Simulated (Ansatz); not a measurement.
# BClGeH₄: small, medium and large basis sets

Aim: see how fast density functionals converge with the basis set for BClGeH₄.

Method: one geometry, several basis sets; program: Ansatz 0.2.0, Gaussian basis.

Levels to be run: PBE0-D4/def2-SVP; ωB97M-V/def2-SVP; PBE0-D4/def2-QZVPP; ωB97M-V/def2-QZVPP; the functionals' def2-TZVPP values are taken from earlier runs.

### Step 1. Structure used throughout

An earlier PBE0-D4 in a triple-zeta def2 set relaxation fixed the geometry.

SMILES `[BH2][GeH2][Cl]`, 7 atoms, charge 0, spin multiplicity 1.

Atoms are counted from 1 here; the program's logs count them from 0.

Bond lengths: B1–Ge2 2.053 Å, B1–H4 1.195 Å, B1–H5 1.191 Å, Ge2–Cl3 2.168 Å, Ge2–H6 1.539 Å, Ge2–H7 1.539 Å. Angles: Ge2–B1–H4 118.7°, Ge2–B1–H5 121.6°, H4–B1–H5 119.7°, B1–Ge2–Cl3 111.0°, B1–Ge2–H6 112.7°, B1–Ge2–H7 112.7°, Cl3–Ge2–H6 105.7°, Cl3–Ge2–H7 105.7°, H6–Ge2–H7 108.6°.

### Step 2. PBE0-D4 in def2-SVP

in.yaml reads:

```yaml
crystal:
  periodic: [false, false, false]
  atoms:
    - {symbol: B, position_ang: [-1.048285, -0.055985, -0.738103]}
    - {symbol: Ge, position_ang: [0.614229, -0.122182, 0.465330]}
    - {symbol: Cl, position_ang: [1.648221, 1.783827, 0.469764]}
    - {symbol: H, position_ang: [-1.720651, -1.037663, -0.843436]}
    - {symbol: H, position_ang: [-1.352414, 0.933573, -1.327487]}
    - {symbol: H, position_ang: [0.269785, -0.412697, 1.937311]}
    - {symbol: H, position_ang: [1.650415, -1.156972, -0.009180]}
basis:
  gaussian: {orbitals: def2-SVP}
hamiltonian: {xc: pbe0, dispersion: d4}
output: {orbitals: {seedname: orbitals}}
```

Run with:

```
ansatz run in.yaml --threads 2 --pin off --events-out ev --progress --plain --max-ram 4352MiB
```

Further steps of the session: ωB97M-V in def2-SVP; PBE0-D4 in def2-QZVPP; ωB97M-V in def2-QZVPP.

**Question.** What will the summary of the whole plan be? Wanted: PBE0-D4: double and triple zeta above quadruple; ωB97M-V: double and triple zeta above quadruple.

**Answer**, as computed:

| quantity | value |
| --- | --- |
| PBE0-D4: double and triple zeta above quadruple | 13.92, 1.64 eV |
| ωB97M-V: double and triple zeta above quadruple | 13.91, 1.59 eV |

What this shows: PBE0-D4 gains 12.29 eV from double to triple zeta, then 1.64 eV more. Total energies overstate the basis error of differences, where much of it tends to cancel.
